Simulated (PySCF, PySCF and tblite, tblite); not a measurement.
# C₅H₃BF₃S+: a path driven as rotation about a bond, and NMR exchange, part 2 of 2

PySCF and tblite. Atoms count from 0. Earlier steps stand in the parts before.

## 8. Kinetics and line shapes

Job settings and geometry (Å):

```
{"job": {"smiles": "FB(F)c1cccc(F)[s+]1", "charge": 1, "mult": 1, "motion": "rotation", "what": "aryl or vinyl borane", "atoms": [1, 3], "drives": [{"terms": [["t", [0, 1, 3, 4], 0.25], ["t", [0, 1, 3, 9], 0.25], ["t", [2, 1, 3, 4], 0.25], ["t", [2, 1, 3, 9], 0.25]], "by": 180, "n": 12}], "study": "path", "level": {"kind": "nmr", "xc": "PBE0", "basis": "pcSseg-1", "solvent": "chloroform"}, "fields": [200, 270, 500], "first": 1, "seed": 441, "kind": "path"}, "charge": 1, "multiplicity": 1}
F      3.357405    -0.205612     0.032651
B      2.471074     0.661959    -0.345611
F      2.870958     1.785224    -0.862182
C      0.915401     0.352991    -0.178385
C      0.479358    -0.836467     0.370241
C     -0.860380    -1.183153     0.551920
C     -1.907971    -0.350114     0.191971
C     -1.686904     0.887405    -0.375599
F     -2.699964     1.651886    -0.706001
S     -0.158007     1.578085    -0.717099
H      1.240377    -1.542810     0.677867
H     -1.090740    -2.143079     0.992548
H     -2.934995    -0.655828     0.349951
```

Log:

```text
stationary points (kcal/mol above the start)
  n  kind          group   xTB      DFT    lowest mode
  0  minimum      Cs       0.00     0.00      43.3
  1  saddle       Cs       3.11     5.40     -44.8
  2  minimum      Cs      -0.00     0.00      43.4

GFN2-xTB energies: T/K, barrier G, reaction G (kcal/mol), k forward, k back (1/s)
 150.00     3.21     0.00   1.34e+08   1.34e+08
 200.00     3.30     0.00   2.07e+09   2.07e+09
 250.00     3.41     0.00   1.09e+10    1.1e+10
 298.15     3.52     0.00   3.25e+10   3.25e+10
 350.00     3.66     0.00   7.57e+10   7.58e+10
 400.00     3.80     0.00    1.4e+11    1.4e+11
 500.00     4.10     0.00   3.37e+11   3.37e+11

PBE0/pcSseg-1 + D3(BJ), IEF-PCM chloroform energies: T/K, barrier G, reaction G (kcal/mol), k forward, k back (1/s)
 150.00     5.50     0.00   6.11e+04   6.12e+04
 200.00     5.59     0.00   6.47e+06   6.48e+06
 250.00     5.70     0.00   1.08e+08   1.09e+08
 298.15     5.82     0.00   6.78e+08   6.79e+08
 350.00     5.95     0.00    2.8e+09   2.81e+09
 400.00     6.09     0.00   7.84e+09   7.85e+09
 500.00     6.39     0.00   3.35e+10   3.35e+10
```

Wall time 63 s (1 thread of Arm Neoverse V1, shared host); peak memory 1 GiB. This counts the whole study up to here.

Barriers by level (kcal/mol; entropies in cal/(mol K)). Zero-point and thermal terms come from xTB in every row. ΔG‡ leaves symmetry out; the rate counts equivalent paths (a factor of 2); effective ΔG‡, where given, is the barrier that would give that rate by Eyring's equation alone:

```csv
level,ΔE‡,with zero-point,ΔH‡,ΔS‡,ΔG‡ (298 K),ΔE of reaction,k at 298 K (1/s),effective ΔG‡
GFN2-xTB,3.11,3.03,2.54,-3.3,3.52,0.00,3.2e+10,3.11
"PBE0/pcSseg-1 + D3(BJ), IEF-PCM chloroform",5.40,5.33,4.83,-3.3,5.82,0.00,6.8e+08,5.41
```

Sites that the driver pairs across this motion, and where their lines would merge (no couplings; faster rotations or exchange between molecules can average them sooner):

```csv
nucleus,sites: shielding (ppm),proton frequency (MHz),spread (Hz),coalescence (K),lines at 298 K
19F,F0: 256.7; F2: 255.5,200,213,119,1
19F,F0: 256.7; F2: 255.5,270,288,120,1
19F,F0: 256.7; F2: 255.5,500,533,124,1
```

## 9. Shieldings, start: PBE0/def2-SVP

Job settings and geometry (Å):

```
{"job": {"kind": "nmr", "xc": "PBE0", "basis": "def2-SVP", "pop": false}, "charge": 1, "multiplicity": 1}
F      3.357405    -0.205612     0.032651
B      2.471074     0.661959    -0.345611
F      2.870958     1.785224    -0.862182
C      0.915401     0.352991    -0.178385
C      0.479358    -0.836467     0.370241
C     -0.860380    -1.183153     0.551920
C     -1.907971    -0.350114     0.191971
C     -1.686904     0.887405    -0.375599
F     -2.699964     1.651886    -0.706001
S     -0.158007     1.578085    -0.717099
H      1.240377    -1.542810     0.677867
H     -1.090740    -2.143079     0.992548
H     -2.934995    -0.655828     0.349951
```

Log:

```text
coarse grid: 13264 points
cycle   1  E = -913.3068850531  dE =  2.060e+00  |g| = 8.191e-01  |ddm| = 4.460e+00
cycle   2  E = -913.1187568133  dE =  1.881e-01  |g| = 1.309e+00  |ddm| = 1.851e+00
cycle   3  E = -913.4398197982  dE = -3.211e-01  |g| = 9.476e-02  |ddm| = 1.176e+00
cycle   4  E = -913.4408875335  dE = -1.068e-03  |g| = 6.899e-02  |ddm| = 1.547e-01
cycle   5  E = -913.4421027587  dE = -1.215e-03  |g| = 1.295e-02  |ddm| = 7.690e-02
cycle   6  E = -913.4421337226  dE = -3.096e-05  |g| = 6.138e-03  |ddm| = 2.063e-02
cycle   7  E = -913.4421430871  dE = -9.364e-06  |g| = 1.112e-03  |ddm| = 7.461e-03
final grid: 129928 points
cycle   8  E = -913.5484171269  dE = -4.832e-05  |g| = 8.441e-03  |ddm| = 3.212e-02
cycle   9  E = -913.5483883227  dE =  2.880e-05  |g| = 1.318e-02  |ddm| = 2.373e-02
cycle  10  E = -913.5484361016  dE = -4.778e-05  |g| = 1.307e-03  |ddm| = 1.638e-02
cycle  11  E = -913.5484365267  dE = -4.251e-07  |g| = 5.000e-04  |ddm| = 1.962e-03
cycle  12  E = -913.5484365937  dE = -6.698e-08  |g| = 1.088e-04  |ddm| = 6.424e-04
cycle  13  E = -913.5484365957  dE = -2.046e-09  |g| = 6.242e-05  |ddm| = 1.670e-04
cycle  14  E = -913.5484365967  dE = -9.718e-10  |g| = 1.502e-05  |ddm| = 6.868e-05
converged SCF energy = -913.5484365967

GIAO shielding tensors (ppm)
atom      isotropic    diamagn.    paramagn.     s11        s22        s33       span
  0 F      267.866     459.825    -191.958    101.464    304.057    398.078    296.614
  1 B       92.106     203.262    -111.156     84.070     91.301    100.947     16.877
  2 F      263.219     458.778    -195.560     97.083    296.891    395.682    298.599
  3 C       35.060     261.908    -226.848    -61.676     -7.896    174.752    236.427
  4 C       54.915     253.114    -198.199    -53.331     18.035    200.041    253.372
  5 C       39.685     253.300    -213.615    -64.166     -6.248    189.468    253.633
  6 C       69.582     251.991    -182.408    -14.463     36.353    186.857    201.320
  7 C       -4.280     257.755    -262.035   -120.074     15.979     91.256    211.330
  8 F      200.734     460.564    -259.830     72.966    147.308    381.929    308.963
  9 S      221.733    1056.104    -834.372      3.617     79.636    581.945    578.328
 10 H       22.495      31.317      -8.822     18.250     21.671     27.565      9.315
 11 H       22.447      28.801      -6.354     19.139     21.890     26.310      7.171
 12 H       23.031      27.869      -4.838     19.118     23.275     26.699      7.582
```

It took 19 s on 1 thread of Arm Neoverse V1, shared host; peak memory 0.76 GiB.

Key values: HOMO -13.85 eV, LUMO -8.58 eV.

## 10. Single-point energy, saddle of leg 1: PBE0/def2-SVP

Job settings and geometry (Å):

```
{"job": {"kind": "sp", "xc": "PBE0", "basis": "def2-SVP", "pop": false}, "charge": 1, "multiplicity": 1}
F      3.146458     0.142894    -1.380911
B      2.485052     0.640993    -0.384399
F      3.111762     1.384341     0.471958
C      0.913602     0.336058    -0.208991
C      0.477525    -0.754825     0.513201
C     -0.862597    -1.089204     0.713235
C     -1.913729    -0.346271     0.197561
C     -1.694264     0.785050    -0.555526
F     -2.703155     1.472664    -1.033448
S     -0.160505     1.434898    -0.963194
H      1.230753    -1.394278     0.954428
H     -1.091444    -1.969158     1.297989
H     -2.939456    -0.643161     0.378098
```

Log:

```text
coarse grid: 13264 points
cycle   1  E = -913.2967891001  dE =  2.062e+00  |g| = 8.212e-01  |ddm| = 4.462e+00
cycle   2  E = -913.1032257837  dE =  1.936e-01  |g| = 1.319e+00  |ddm| = 1.761e+00
cycle   3  E = -913.4308566677  dE = -3.276e-01  |g| = 9.158e-02  |ddm| = 1.124e+00
cycle   4  E = -913.4318476811  dE = -9.910e-04  |g| = 6.804e-02  |ddm| = 1.566e-01
cycle   5  E = -913.4330812149  dE = -1.234e-03  |g| = 1.175e-02  |ddm| = 7.654e-02
cycle   6  E = -913.4331052277  dE = -2.401e-05  |g| = 5.710e-03  |ddm| = 1.882e-02
cycle   7  E = -913.4331129491  dE = -7.721e-06  |g| = 8.625e-04  |ddm| = 6.909e-03
final grid: 129928 points
cycle   8  E = -913.5396730111  dE = -4.630e-05  |g| = 8.583e-03  |ddm| = 3.058e-02
cycle   9  E = -913.5396428015  dE =  3.021e-05  |g| = 1.344e-02  |ddm| = 2.454e-02
cycle  10  E = -913.5396925707  dE = -4.977e-05  |g| = 1.366e-03  |ddm| = 1.702e-02
cycle  11  E = -913.5396930489  dE = -4.782e-07  |g| = 4.896e-04  |ddm| = 2.020e-03
cycle  12  E = -913.5396931141  dE = -6.518e-08  |g| = 1.102e-04  |ddm| = 6.514e-04
cycle  13  E = -913.5396931162  dE = -2.117e-09  |g| = 6.339e-05  |ddm| = 1.709e-04
cycle  14  E = -913.5396931173  dE = -1.039e-09  |g| = 1.371e-05  |ddm| = 7.011e-05
cycle  15  E = -913.5396931173  dE = -4.502e-11  |g| = 4.319e-06  |ddm| = 1.843e-05
converged SCF energy = -913.5396931173
```

Run time: 11 s. Hardware: 1 thread of Arm Neoverse V1, shared host; peak memory 0.61 GiB.

Key values: HOMO -13.75 eV, LUMO -8.35 eV.

## 11. Second level: PBE0/def2-SVP + D3(BJ)

Job settings and geometry (Å):

```
{"job": {"smiles": "FB(F)c1cccc(F)[s+]1", "charge": 1, "mult": 1, "motion": "rotation", "what": "aryl or vinyl borane", "atoms": [1, 3], "drives": [{"terms": [["t", [0, 1, 3, 4], 0.25], ["t", [0, 1, 3, 9], 0.25], ["t", [2, 1, 3, 4], 0.25], ["t", [2, 1, 3, 9], 0.25]], "by": 180, "n": 12}], "study": "path", "level": {"kind": "nmr", "xc": "PBE0", "basis": "def2-SVP", "wide": true}, "fields": [200, 270, 500], "first": 1, "seed": 441, "kind": "pathvar"}, "charge": 1, "multiplicity": 1}
F      3.357405    -0.205612     0.032651
B      2.471074     0.661959    -0.345611
F      2.870958     1.785224    -0.862182
C      0.915401     0.352991    -0.178385
C      0.479358    -0.836467     0.370241
C     -0.860380    -1.183153     0.551920
C     -1.907971    -0.350114     0.191971
C     -1.686904     0.887405    -0.375599
F     -2.699964     1.651886    -0.706001
S     -0.158007     1.578085    -0.717099
H      1.240377    -1.542810     0.677867
H     -1.090740    -2.143079     0.992548
H     -2.934995    -0.655828     0.349951
```

Log:

```text
stationary points (kcal/mol above the start)
  n  kind          group   xTB      DFT    lowest mode
  0  minimum      Cs       0.00     0.00      43.3
  1  saddle       Cs       3.11     5.51     -44.8
  2  minimum      Cs      -0.00     0.00      43.4

GFN2-xTB energies: T/K, barrier G, reaction G (kcal/mol), k forward, k back (1/s)
 150.00     3.21     0.00   1.34e+08   1.34e+08
 200.00     3.30     0.00   2.07e+09   2.07e+09
 250.00     3.41     0.00   1.09e+10    1.1e+10
 298.15     3.52     0.00   3.25e+10   3.25e+10
 350.00     3.66     0.00   7.57e+10   7.58e+10
 400.00     3.80     0.00    1.4e+11    1.4e+11
 500.00     4.10     0.00   3.37e+11   3.37e+11

PBE0/pcSseg-1 + D3(BJ), IEF-PCM chloroform energies: T/K, barrier G, reaction G (kcal/mol), k forward, k back (1/s)
 150.00     5.50     0.00   6.11e+04   6.12e+04
 200.00     5.59     0.00   6.47e+06   6.48e+06
 250.00     5.70     0.00   1.08e+08   1.09e+08
 298.15     5.82     0.00   6.78e+08   6.79e+08
 350.00     5.95     0.00    2.8e+09   2.81e+09
 400.00     6.09     0.00   7.84e+09   7.85e+09
 500.00     6.39     0.00   3.35e+10   3.35e+10

PBE0/def2-SVP + D3(BJ) energies: T/K, barrier G, reaction G (kcal/mol), k forward, k back (1/s)
 150.00     5.61     0.00    4.2e+04   4.21e+04
 200.00     5.70     0.00   4.89e+06    4.9e+06
 250.00     5.81     0.00   8.66e+07   8.67e+07
 298.15     5.93     0.00   5.62e+08   5.62e+08
 350.00     6.06     0.00   2.39e+09   2.39e+09
 400.00     6.20     0.00   6.81e+09   6.82e+09
 500.00     6.50     0.00      3e+10      3e+10
```

It took 92 s on 1 thread of Arm Neoverse V1, shared host; peak memory 1 GiB. This counts the runs that the step sums up.

Barriers by level (kcal/mol; entropies in cal/(mol K)). Zero-point and thermal terms come from xTB in every row. ΔG‡ leaves symmetry out; the rate counts equivalent paths (a factor of 2); effective ΔG‡, where given, is the barrier that would give that rate by Eyring's equation alone:

```csv
level,ΔE‡,with zero-point,ΔH‡,ΔS‡,ΔG‡ (298 K),ΔE of reaction,k at 298 K (1/s),effective ΔG‡
GFN2-xTB,3.11,3.03,2.54,-3.3,3.52,0.00,3.2e+10,3.11
"PBE0/pcSseg-1 + D3(BJ), IEF-PCM chloroform",5.40,5.33,4.83,-3.3,5.82,0.00,6.8e+08,5.41
PBE0/def2-SVP + D3(BJ),5.51,5.44,4.94,-3.3,5.93,0.00,5.6e+08,5.52
```

## 12. Summary of results

The summary covers parts 1 to 2.

| quantity | value |
| --- | --- |
| barrier (PBE0/pcSseg-1 + D3(BJ), IEF-PCM chloroform) | ΔE‡ 5.4, ΔG‡(298 K) 5.8 kcal/mol |
| barrier (GFN2-xTB) | ΔE‡ 3.1 kcal/mol |
| rate at 298 K | 6.8e+08 s⁻¹ |
| end of the path | the start, renumbered or mirrored |
| coalescence of 19F F0 | 124 K at 500 MHz |

The barrier is 5.4 kcal/mol at the DFT level (xTB: 3.1); with thermal terms and the count of paths the DFT value gives a rate of 6.8e+08 s⁻¹ at 298 K. An error of 1.4 kcal/mol changes that rate tenfold. The 19F lines of F0 and its partners, 533 Hz apart at 500 MHz, merge at 124 K, so by this path alone the exchange at 298 K is fast for them; other paths were not followed. PBE0/def2-SVP + D3(BJ) moves the barrier from 5.4 to 5.5 kcal/mol.
